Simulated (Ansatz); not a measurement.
CrN2, 6 atoms in the cell. It takes space group Pnnm (No. 58, orthorhombic). The conventional cell has a = 3.902 Å, b = 4.810 Å, c = 2.784 Å, α = 90.00°, β = 90.00°, γ = 90.00°. Cr (site symmetry 2/m) has 6 N at 2.04 to 2.05 Å as nearest neighbours. N (site symmetry m) has 1 N at 1.35 Å as nearest neighbours. The cell comes from a database or a generator and needn't be the stable form of this composition.

- Program: Ansatz 0.2.0
- Task: single point
- Functional: PBEsol
- Potentials or basis: Ansatz PAW
- Cutoff: 420 eV (not typed: the program's choice for these potentials)
- k mesh: 7 × 6 × 10
- Occupations: fermi-dirac, width 0.05 eV
- Spin: collinear spin, ferrimagnetic start
- Starting moments: [3.0, -1.5, 0.0, 0.0, 0.0, 0.0] μB

Potentials or basis: Ansatz PAW.

The run is started by

```console
$ ansatz run input.yaml --threads 2 --pin off --max-ram 5632MiB --backend cpu --events-out ev --progress --plain --runs-dir out
```

Hardware: 2 threads of Arm Neoverse V2, on a shared host.

How long does it take, and how much memory?

It took 18 s on 2 threads of Arm Neoverse V2, with other jobs on the host, peak memory 0.61 GiB. Counts: scf iterations 13, plane waves 1017, k points 132, bands 33.
